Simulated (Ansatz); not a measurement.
# C2H5BOSi: the cost of one run

Computed with Ansatz 0.2.0, Gaussian basis. Level: functionals in def2-TZVPP, the program's frozen cores in correlated methods.

Plan: LDA (SPW92), PBE-D4, revPBE-D4, BLYP-D4, r2SCAN-D4, B97M-V, PBE0-D4, B3LYP-D4, r2SCANh-D4, r2SCAN0-D4, HSE06-D4, BHLYP-D4, CAM-B3LYP-D4, LC-ωPBE, ωB97X-V, ωB97M-V, B2PLYP, PBE-QIDH; CCSD(T)/def2-SVP; MP2/def2-TZVPP; MP2/def2-QZVPP; RPA on PBE.

1 further run of the same task is left out (it didn't finish).

## (1) The geometry

An earlier PBE0-D4 in a triple-zeta def2 set relaxation fixed the geometry.

SMILES `BOC1=C[SiH2]1`, 10 atoms, charge 0, spin multiplicity 1.

Atoms are counted from 1 here; the program's logs count them from 0.

Bond lengths: B1–O2 1.359 Å, B1–H6 1.193 Å, B1–H7 1.196 Å, O2–C3 1.354 Å, C3–C4 1.330 Å, C3–Si5 1.798 Å, C4–Si5 1.820 Å, C4–H8 1.082 Å, Si5–H9 1.484 Å, Si5–H10 1.484 Å. Angles: O2–B1–H6 115.8°, O2–B1–H7 120.6°, H6–B1–H7 123.6°, B1–O2–C3 122.0°, O2–C3–C4 138.6°, O2–C3–Si5 152.0°, C4–C3–Si5 69.3°, C3–C4–Si5 67.6°, C3–C4–H8 138.3°, Si5–C4–H8 154.2°, C3–Si5–C4 43.1°, C3–Si5–H9 122.1°, C3–Si5–H10 122.1°, C4–Si5–H9 121.7°, C4–Si5–H10 121.7°, H9–Si5–H10 110.7°.

## (2) LDA

This LDA is Slater exchange with PW92 correlation.

Contents of in.yaml:

```yaml
crystal:
  periodic: [false, false, false]
  atoms:
    - {symbol: B, position_ang: [-1.792661, 1.206579, 0.399471]}
    - {symbol: O, position_ang: [-0.473738, 1.281651, 0.078807]}
    - {symbol: C, position_ang: [0.290872, 0.174937, -0.073360]}
    - {symbol: C, position_ang: [0.159077, -1.146660, -0.004630]}
    - {symbol: Si, position_ang: [1.855516, -0.638319, -0.425666]}
    - {symbol: H, position_ang: [-2.361157, 2.250307, 0.505990]}
    - {symbol: H, position_ang: [-2.321052, 0.144932, 0.558401]}
    - {symbol: H, position_ang: [-0.617533, -1.870660, 0.201919]}
    - {symbol: H, position_ang: [2.387364, -0.760290, -1.805576]}
    - {symbol: H, position_ang: [2.956413, -0.693676, 0.567744]}
basis:
  gaussian: {orbitals: def2-TZVPP}
hamiltonian: {xc: lda}
output: {orbitals: {seedname: orbitals}}
```

Run with:

```sh
> ansatz run in.yaml --threads 2 --pin off --events-out ev --progress --plain --max-ram 4352MiB
```

What time and memory should one allow on 2 threads of Arm Neoverse N1, shared host?

About 3.2 s, with a peak of 0.27 GiB.
